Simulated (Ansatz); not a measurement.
# AlGa3N4: the cost of one run

Computed with Ansatz 0.2.0 (DFT LDA, scalar-relativistic, plane waves, PAW, unless a step's input says otherwise).

2 further runs of the same task are left out: 1 that didn't finish, 1 set aside as unsound or not needed. Runs told in other sessions of the task aren't counted.

## (1) The structure to begin with

The structure is cubic, space group P-43m (No. 215). The conventional cell has a = 4.472 Å, b = 4.472 Å, c = 4.472 Å, α = 90.00°, β = 90.00°, γ = 90.00°. Al (site symmetry -43m) has 4 N at 1.89 Å in its first shell of neighbours. Ga (site symmetry -42m) is surrounded by 4 N at 1.95 Å. N (site symmetry 3m) has 1 Al at 1.89 Å and 3 Ga at 1.95 Å in its first shell of neighbours.

Structure file:

```
Al Ga N
1.0
     4.47169    0.00000    0.00000
     0.00000    4.47169    0.00000
     0.00000    0.00000    4.47169
Al Ga N
1 3 4
Direct
  0.00000 0.00000 0.00000
  0.50000 0.50000 0.00000
  0.50000 0.00000 0.50000
  0.00000 0.50000 0.50000
  0.75571 0.75571 0.24429
  0.75571 0.24429 0.75571
  0.24429 0.75571 0.75571
  0.24429 0.24429 0.24429
```

It goes back to an entry of the Materials Project, which need not be the stable form.

No relaxation comes first: the listed cell is the starting point.

## (2) The reference cell

The reference gives a free energy of -13136.0034 eV, pressure -5.79 GPa, largest force 0.174 eV/Å and gap on the mesh 2.35 eV. It was computed beforehand with the settings of the runs below.

## (3) Next: rattled cells

All atoms are moved at random with no net shift, in some cells together with a random strain.

## (4) Point rms move = 0.434 Å

The input, input.yaml:

```yaml
crystal:
  lattice:
    - [4.47168536, 0.0, 0.0]
    - [0.0, 4.47168536, 0.0]
    - [0.0, 0.0, 4.47168536]
  atoms:
    - { symbol: Al, position: [-0.0370343875, 0.166374049, 0.0183393141] }
    - { symbol: Ga, position: [0.4346025806, 0.4878761447, 0.0153813076] }
    - { symbol: Ga, position: [0.5165350064, -0.0823061781, 0.5298763297] }
    - { symbol: Ga, position: [-0.0291301153, 0.4382668724, 0.4693746731] }
    - { symbol: "N", position: [0.7289580708, 0.778020561, 0.1839229754] }
    - { symbol: "N", position: [0.7291217818, 0.2370903924, 0.7808461271] }
    - { symbol: "N", position: [0.3322011657, 0.7763410745, 0.7087317008] }
    - { symbol: "N", position: [0.3247458975, 0.198337084, 0.2935275723] }
basis:
  ecutwfc: 420
kpoints:
  mp_grid: { grid: [6, 6, 6] }
hamiltonian:
  xc: lda
scf:
  occupations: { method: gaussian, width: 0.05 }
output:
  forces: true
  stress: true
  eigenvalues: true
```

On the command line:

```sh
ansatz run input.yaml --threads 2 --pin off --max-ram 5120MiB --backend cpu --events-out ev --progress --plain --runs-dir out
```

What time and memory should one allow on 2 threads of AMD EPYC 7R43 (Zen 3), shared host?

About 34 s, with a peak of 0.57 GiB.
